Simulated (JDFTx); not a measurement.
# CoO (Fm-3m) in JDFTx: reference runs

Reference runs on CoO: the cell as given.

Program: JDFTx 1.7.0 (patched build). These are calculated values, not measurements. Logs are shortened: lines on timing, memory, paths and dates and some standing lists are left out, and cuts for length are marked. The log counts tension as positive stress, the text compression.

### Step 1. Starting point

It takes space group Fm-3m (No. 225, cubic). The conventional cell has a = 4.263 Å, b = 4.263 Å, c = 4.263 Å, α = 90.00°, β = 90.00°, γ = 90.00°. Co (site symmetry m-3m) is surrounded by 6 O at 2.13 Å. Around O (site symmetry m-3m) lie 6 Co at 2.13 Å.

### Step 2. Single point, PBE, collinear spin, ferromagnetic start

Contents of CoO.in:

```
lattice \
    0.0000000000     4.0279543716     4.0279543716 \
    4.0279543716     0.0000000000     4.0279543716 \
    4.0279543716     4.0279543716     0.0000000000
coords-type Lattice
ion Co     0.0000000000     0.0000000000     0.0000000000 1
ion O      0.5000000000     0.5000000000     0.5000000000 1

ion-species pseudo/Co.upf
ion-species pseudo/O.upf
elec-cutoff 48 384
elec-ex-corr gga-PBE
kpoint-folding 11 11 11
elec-smearing Fermi 0.0018374661
elec-n-bands 19
spintype z-spin
initial-magnetic-moments Co 2
elec-initial-magnetization 2 no
electronic-SCF nIterations 100 energyDiffThreshold 1e-09
electronic-minimize nIterations 30 energyDiffThreshold 1e-7
converge-empty-states yes
forces-output-coords Cartesian

dump-name run.$VAR
dump End Ecomponents EigStats BandEigs Kpoints Forces Stress
```

Potentials or basis: PseudoDojo-SR-PBE-0.5-standard with smoothed tails.

Started as:

```console
$ jdftx -c 1 -i CoO.in -o CoO.out
```

Output:

```text
*************** JDFTx 1.7.0 (patched build) ***************

Input parsed successfully to the following command list (including defaults):
[... the input with its defaults ...]

---------- Setting up symmetries ----------

Found 48 point-group symmetries of the bravais lattice
Found 48 space-group symmetries with basis
Applied RMS atom displacement 0 bohrs to make symmetries exact.

---------- Initializing the Grid ----------
R =
[            0      4.02795      4.02795  ]
[      4.02795            0      4.02795  ]
[      4.02795      4.02795            0  ]
unit cell volume = 130.702
G =
[  -0.779947   0.779947   0.779947  ]
[   0.779947  -0.779947   0.779947  ]
[   0.779947   0.779947  -0.779947  ]
Minimum fftbox size, Smin = [  52  52  52  ]
Chosen fftbox size, S = [  54  54  54  ]

---------- Initializing tighter grid for wavefunction operations ----------
R =
[            0      4.02795      4.02795  ]
[      4.02795            0      4.02795  ]
[      4.02795      4.02795            0  ]
unit cell volume = 130.702
G =
[  -0.779947   0.779947   0.779947  ]
[   0.779947  -0.779947   0.779947  ]
[   0.779947   0.779947  -0.779947  ]
Minimum fftbox size, Smin = [  36  36  36  ]
Chosen fftbox size, S = [  36  36  36  ]

---------- Exchange Correlation functional ----------
Initalized PBE GGA exchange.
Initalized PBE GGA correlation.

---------- Setting up pseudopotentials ----------
Width of ionic core gaussian charges (only for fluid interactions / plotting) set to 0

Reading pseudopotential file 'pseudo/Co.upf':
  'Co' pseudopotential, 'PBE' functional
  Generated using ONCVPSP code by D. R. Hamann
  17 valence electrons, 4 orbitals, 6 projectors, 1001 radial grid points, with lMax = 2
    3S    l: 0   occupation:  2.0   eigenvalue: -3.763303
    3P    l: 1   occupation:  6.0   eigenvalue: -2.412101
    3D    l: 2   occupation:  7.0   eigenvalue: -0.301498
    4S    l: 0   occupation:  2.0   eigenvalue: -0.201022
  Core radius for overlap checks: 1.60 bohrs.

Reading pseudopotential file 'pseudo/O.upf':
  'O' pseudopotential, 'PBE' functional
  Generated using ONCVPSP code by D. R. Hamann
  6 valence electrons, 2 orbitals, 5 projectors, 936 radial grid points, with lMax = 2
    2S    l: 0   occupation:  2.0   eigenvalue: -0.880572
    2P    l: 1   occupation:  4.0   eigenvalue: -0.331869
  Core radius for overlap checks: 1.39 bohrs.

Initialized 2 species with 2 total atoms.

Folded 1 k-points by 11x11x11 to 1331 k-points.

---------- Setting up k-points, bands, fillings ----------
Reduced to 56 k-points under symmetry.
Computing the number of bands and number of electrons
Calculating initial fillings.
nElectrons:  23.000000   nBands: 19   nStates: 112

----- Setting up reduced wavefunction bases (one per k-point) -----
average nbasis = 2076.435 , ideal nbasis = 2076.058

---------- Setting up ewald sum ----------
Optimum gaussian width for ewald sums = 1.829427 bohr.
Real space sum over 1331 unit cells with max indices [  5  5  5  ]
Reciprocal space sum over 2197 terms with max indices [  6  6  6  ]

---------- Allocating electronic variables ----------
Initializing wave functions:  linear combination of atomic orbitals
Note: number of bands (19) exceeds available atomic orbitals (14)
Co (M=2) pseudo-atom majority spin occupations:   s ( 1 0.5 )  p ( 3 )  d ( 5 )
Co (M=2) pseudo-atom minority spin occupations:   s ( 1 0 )  p ( 3 )  d ( 3.5 )
O pseudo-atom occupations:   s ( 2 )  p ( 4 )
	FillingsUpdate:  mu: +1.138481407  nElectrons: 23.000000  magneticMoment: [ Abs: 0.19074  Tot: +0.19074 ]
LCAOMinimize: Iter:   0  F: -149.5961976100476534  |grad|_K:  1.970e-02  alpha:  1.000e+00
	FillingsUpdate:  mu: +1.109975047  nElectrons: 23.000000  magneticMoment: [ Abs: 0.13675  Tot: +0.13675 ]
LCAOMinimize: Iter:   1  F: -155.1628284367650963  |grad|_K:  1.496e-02  alpha:  3.259e-01  linmin: -1.802e-01  cgtest:  5.342e-01
	FillingsUpdate:  mu: +0.592190140  nElectrons: 23.000000  magneticMoment: [ Abs: 2.67994  Tot: +2.67994 ]
[... 42 lines of inner loops ...]
	FillingsUpdate:  mu: +0.533859171  nElectrons: 23.000000  magneticMoment: [ Abs: 2.98445  Tot: +2.97168 ]
LCAOMinimize: Iter:  16  F: -158.4441133673097397  |grad|_K:  7.207e-07  alpha:  5.526e-01  linmin:  6.533e-03  cgtest:  1.140e-01
LCAOMinimize: Encountered beta<0, resetting CG.
LCAOMinimize: Converged (|Delta F|<1.000000e-06 for 2 iters).

-------- Electronic minimization -----------
Will mix electronic density at each iteration.
	FillingsUpdate:  mu: +0.533859171  nElectrons: 23.000000  magneticMoment: [ Abs: 2.98445  Tot: +2.97168 ]
	FillingsUpdate:  mu: +0.532270087  nElectrons: 23.000000  magneticMoment: [ Abs: 2.98445  Tot: +2.97168 ]
SCF: Cycle:  0   F: -158.466995706651772   dF: -2.288e-02   |Residual|: 7.105e-02   |deigs|: 7.257e-02
	FillingsUpdate:  mu: +0.518847642  nElectrons: 23.000000  magneticMoment: [ Abs: 2.99960  Tot: +2.98074 ]
SCF: Cycle:  1   F: -158.469351853769552   dF: -2.356e-03   |Residual|: 1.412e-02   |deigs|: 1.514e-02
	FillingsUpdate:  mu: +0.518350166  nElectrons: 23.000000  magneticMoment: [ Abs: 3.00848  Tot: +2.98842 ]
SCF: Cycle:  2   F: -158.469390138309649   dF: -3.828e-05   |Residual|: 5.864e-03   |deigs|: 2.077e-03
	FillingsUpdate:  mu: +0.518807862  nElectrons: 23.000000  magneticMoment: [ Abs: 3.01121  Tot: +2.98995 ]
SCF: Cycle:  3   F: -158.469393606073453   dF: -3.468e-06   |Residual|: 3.061e-03   |deigs|: 7.472e-04
	FillingsUpdate:  mu: +0.519256748  nElectrons: 23.000000  magneticMoment: [ Abs: 3.01289  Tot: +2.99047 ]
SCF: Cycle:  4   F: -158.469394659279203   dF: -1.053e-06   |Residual|: 8.519e-04   |deigs|: 5.880e-04
	FillingsUpdate:  mu: +0.519246295  nElectrons: 23.000000  magneticMoment: [ Abs: 3.01168  Tot: +2.98968 ]
SCF: Cycle:  5   F: -158.469394836521928   dF: -1.772e-07   |Residual|: 3.067e-04   |deigs|: 3.567e-04
	FillingsUpdate:  mu: +0.519222136  nElectrons: 23.000000  magneticMoment: [ Abs: 3.01148  Tot: +2.98969 ]
SCF: Cycle:  6   F: -158.469394871277984   dF: -3.476e-08   |Residual|: 1.475e-04   |deigs|: 1.964e-04
	FillingsUpdate:  mu: +0.519248396  nElectrons: 23.000000  magneticMoment: [ Abs: 3.01137  Tot: +2.98960 ]
SCF: Cycle:  7   F: -158.469394878159960   dF: -6.882e-09   |Residual|: 7.262e-05   |deigs|: 1.519e-04
	FillingsUpdate:  mu: +0.519243672  nElectrons: 23.000000  magneticMoment: [ Abs: 3.01146  Tot: +2.98967 ]
SCF: Cycle:  8   F: -158.469394882838628   dF: -4.679e-09   |Residual|: 1.199e-05   |deigs|: 1.588e-04
	FillingsUpdate:  mu: +0.519243588  nElectrons: 23.000000  magneticMoment: [ Abs: 3.01147  Tot: +2.98967 ]
SCF: Cycle:  9   F: -158.469394883279563   dF: -4.409e-10   |Residual|: 5.781e-06   |deigs|: 1.248e-04
	FillingsUpdate:  mu: +0.519243436  nElectrons: 23.000000  magneticMoment: [ Abs: 3.01147  Tot: +2.98967 ]
SCF: Cycle: 10   F: -158.469394883441026   dF: -1.615e-10   |Residual|: 3.762e-06   |deigs|: 1.820e-04
SCF: Converged (|Delta E|<1.000000e-09 for 2 iters).

Setting wave functions to eigenvectors of Hamiltonian
Converging empty states (this may take a while): |deigs|: 2.369e-03

# Stress tensor in Cartesian coordinates [Eh/a0^3]:
[  6.77599e-05            0            0  ]
[            0  6.77599e-05            0  ]
[            0            0  6.77599e-05  ]

# Ionic positions in lattice coordinates:
ion Co   0.000000000000000   0.000000000000000   0.000000000000000 1
ion O   0.500000000000000   0.500000000000000   0.500000000000000 1

# Forces in Cartesian coordinates:
force Co   0.000000000000000   0.000000000000000  -0.000000000000000 1
force O  -0.000000000000000   0.000000000000000   0.000000000000000 1

# Energy components:
   Eewald =     -106.2813480875945658
       EH =       45.6678174480807755
     Eloc =     -134.2733398193844039
      Enl =      -21.7176195624655684
      Exc =      -32.2341623815812000
 Exc_core =       11.0641215088284497
       KE =       79.3062895498688363
-------------------------------------
     Etot =     -158.4682413442476445
       TS =        0.0011535391933791
-------------------------------------
        F =     -158.4693948834410264

IonicMinimize: Iter:   0  F: -158.469394883441026  |grad|_K:  3.617e-42
IonicMinimize: Converged (|grad|_K<1.000000e-04).

#--- Lowdin population analysis ---
# oxidation-state Co +1.125
# magnetic-moments Co +2.589
# oxidation-state O -1.003
# magnetic-moments O +0.407

Dumping 'run.eigStats' ...
	eMin: -3.038053 at state 0 ( [ +0.000000 +0.000000 +0.000000 ] spin 1 )
	HOMO: +0.519005 at state 96 ( [ +0.090909 +0.272727 +0.363636 ] spin -1 )
	mu  : +0.519244
	LUMO: +0.519696 at state 101 ( [ +0.090909 +0.272727 -0.181818 ] spin -1 )
	eMax: +1.558864 at state 86 ( [ +0.000000 +0.363636 +0.363636 ] spin -1 )
	HOMO-LUMO gap: +0.000691
	Optical gap  : +0.002087 at state 96 ( [ +0.090909 +0.272727 +0.363636 ] spin -1 )
Done!
```

Wall time 4.6 min (1 thread of Arm Neoverse V1, shared host); peak memory 0.23 GiB.

What came out:

| Quantity | Value |
| --- | --- |
| Free energy | -4312.1719 eV |
| Pressure | -2.0 GPa |
| Band gap on the k mesh | none (metal or under the smearing width) |
| Net moment | 2.99 μB per cell |
| Absolute moment | 3.01 μB per cell |
| Site moments | Co +2.59; O +0.41 μB |
| Loewdin charges | Co +1.12; O -1.00 e |

Caveat: the atomic charges don't sum to the cell's charge; a cell with one magnetic atom can't hold antiferromagnetic order, which such compounds often take; semilocal functionals often make such compounds metallic where correlation or magnetic order opens a gap, which also shifts bond lengths. With open d or f shells a metallic result of PBE can be an artefact of self-interaction; +U or a hybrid may open a gap.
